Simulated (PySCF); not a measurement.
# A diatomic session: As₂−

What are the lowest state that PBE0 finds, the bond length, vibrational wavenumber and bond energy of As₂−, and how much do these hang on the method?

Computed with PySCF 2.14.0. Level: As def2-TZVPPD, no relativity.

3 further runs of the same task are left out: 3 set aside as unsound or not needed.

### Step 1. Set-up

Settings of the job:

* atoms: As, As
* charge: -1
* basis: As def2-TZVPPD
* Hamiltonian: no relativity
* basis functions: 108
* electrons treated: 67
* masses in u: 74.9216, 74.9216
* levels: PBE0, PBE, r²SCAN, PW91, B3LYP, M06, BHandHLYP, r²SCAN0, ωB97M-V, SCS-MP2, CCSD, CCSD(T)
* grid: 80 radial by 434 angular points
* occupations: held fixed by the projection of orbital angular momentum
* dissociation limit: As + As−, each in its ground configuration
* starting distance in angstrom: 2.450
* values of 2S to try: 1, 3, 5

Run with:

```console
> OMP_NUM_THREADS=2 python dia.py task.json out
```

Further steps of the session: First curve: PBE0; Other states along the same grid; PBE (GGA); r²SCAN (meta-GGA); PW91 (GGA); B3LYP (global hybrid GGA); M06 (hybrid meta-GGA); BHandHLYP (global hybrid GGA); r²SCAN0; ωB97M-V; MP2 and coupled cluster.

Before running it: what results should come out? Wanted: for each run, Re; ωe; De.

**Answer**, as computed:

Lowest PBE0 solution found, without spin–orbit coupling: ²Πg (doublet), unpaired electrons π ↑. State 2 has its PBE0 minimum 1.58 eV higher, as a spin-mixed determinant (⟨S²⟩ = 1.77), so this is no gap between pure states. The other levels ran on the lowest alone.

```csv
level,Re (Å),ωe (cm⁻¹),De (eV)
UHF-SCS-MP2,2.197,376,4.16
UHF-CCSD,2.181,400,3.76
UHF-CCSD(T),2.199,381,4.12
PBE,2.207,371,4.65
PW91,2.205,371,4.68
r²SCAN,2.183,390,4.35
B3LYP,2.195,382,4.35
PBE0,2.176,399,4.23
r²SCAN0,2.164,409,4.04
M06,2.183,393,4.58
BHandHLYP,2.165,411,3.87
ωB97M-V,2.157,420,4.12
```

De is counted to As + As− in their ground configurations.

Differences from CCSD(T) in the same basis:

```csv
level,Re (mÅ),ωe (%)
UHF-SCS-MP2,-2,-1.4
UHF-CCSD,-18,+4.9
PBE,+8,-2.5
PW91,+7,-2.6
r²SCAN,-15,+2.2
B3LYP,-3,+0.2
PBE0,-22,+4.7
r²SCAN0,-34,+7.3
M06,-15,+3.1
BHandHLYP,-34,+8.0
ωB97M-V,-42,+10.1
```

In words: Against CCSD(T) in the same basis, the bond length is nearest at UHF-SCS-MP2 (-2 mÅ) and farthest at ωB97M-V (-42 mÅ); the wavenumber is nearest at B3LYP (+0.2 %) and farthest at ωB97M-V (+10.1 %). PBE gives a bond that is too long and too soft, as GGAs tend to. Of the levels with a De here, UHF-CCSD gives the least (3.76 eV) and PW91 the most (4.68 eV).

Correlated steps freeze 18 core orbitals. With some functionals the highest level of the anion is positive, from self-interaction error or because the anion is truly unbound there; the finite basis then holds the extra electron, and no neutral molecule was run to test the binding.
